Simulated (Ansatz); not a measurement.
## ClGeH6NSi, SMILES N[SiH](Cl)[GeH3]: a rigid scan of one bond length, step by step

Computed with Ansatz 0.2.0, Python API.

Notebook, run cell by cell (the value of a cell's last expression is shown):

```python
import warnings

import ansatz as az
from ase import Atoms
import matplotlib.pyplot as plt
import numpy as np
```

```python
warnings.simplefilter("ignore", az.DeckWarning)
```

```python
atoms = Atoms(["N", "Si", "Cl", "Ge", "H", "H", "H", "H", "H", "H"], positions=[
    (-0.374, 1.66, -0.5768),
    (0.3258, 0.0863, -0.7435),
    (-0.7265, -1.0253, -2.2031),
    (0.2936, -0.9959, 1.2875),
    (-0.3975, 2.1326, -1.5555),
    (-1.4279, 1.5643, -0.3537),
    (1.7633, 0.2411, -1.1385),
    (0.906, -2.391, 1.1491),
    (0.9831, -0.1654, 2.4037),
    (-1.2627, -1.1579, 1.7336),
])
molecule = az.Crystal.molecule_from_ase(atoms)
```

```python
symbols = [site.symbol for site in molecule.cartesian_sites]
start = np.array([site.position_ang for site in molecule.cartesian_sites])
axis = (start[8] - start[3]) / np.linalg.norm(start[8] - start[3])
moving = [8]
lengths, energies = [1.32, 1.43, 1.55, 1.71, 1.94, 2.33, 2.79, 3.42], []
for length in lengths:
    xyz = start.copy()
    xyz[moving] += (length - np.linalg.norm(start[8] - start[3])) * axis
    point = az.Crystal.molecule()
    for symbol, place in zip(symbols, xyz):
        point = point.atom(symbol, place.tolist())
    base = point.calculation().basis(gaussian="def2-SVP").functional("B3LYP")
    r = base.run(threads=1, pin="off").report
    energies.append(r["free_energy_ev"])
    print(f"r = {length:6.3f} A  E = {energies[-1]:.5f} eV  <S^2> = {abs(r['mean_field']['state']['spin_squared']):.3f}")
```

    r =  1.320 A  E = -78494.95933 eV  <S^2> = 0.000
    r =  1.430 A  E = -78495.40970 eV  <S^2> = 0.000
    r =  1.550 A  E = -78495.53069 eV  <S^2> = 0.000
    r =  1.710 A  E = -78495.34422 eV  <S^2> = 0.000
    r =  1.940 A  E = -78494.75340 eV  <S^2> = 0.000
    r =  2.330 A  E = -78493.57356 eV  <S^2> = 0.000
    r =  2.790 A  E = -78492.39509 eV  <S^2> = 0.000
    r =  3.420 A  E = -78491.31669 eV  <S^2> = 0.000

```python
print("energy above the lowest point (eV):", [round(e - min(energies), 3) for e in energies])
plt.figure(figsize=(4.5, 3))
plt.plot(lengths, np.array(energies) - min(energies), "o-")
plt.xlabel("bond length (A)")
plt.ylabel("E - E(min) (eV)")
plt.tight_layout()
plt.savefig("scan.png", dpi=100)
```

    energy above the lowest point (eV): [0.571, 0.121, 0.0, 0.186, 0.777, 1.957, 3.136, 4.214]

Total energies depend on the basis set; only differences at equal settings carry meaning. The rest of the molecule is held rigid at a force-field or estimated start geometry, and the basis set is modest; single-reference methods fail as a bond breaks. b3lyp holds the VWN-RPA fit, as in Gaussian; the form of ORCA and Turbomole is b3lyp5. The orbitals are restricted, so S² is zero by construction. Toward dissociation an unrestricted state can lie under the restricted one, by tenths of an eV for polar bonds under a functional and by 1 to 2 eV or more for others. The whole script took 35 s on 1 thread of Arm Neoverse V2, on a shared host, peak memory 0.36 GiB.
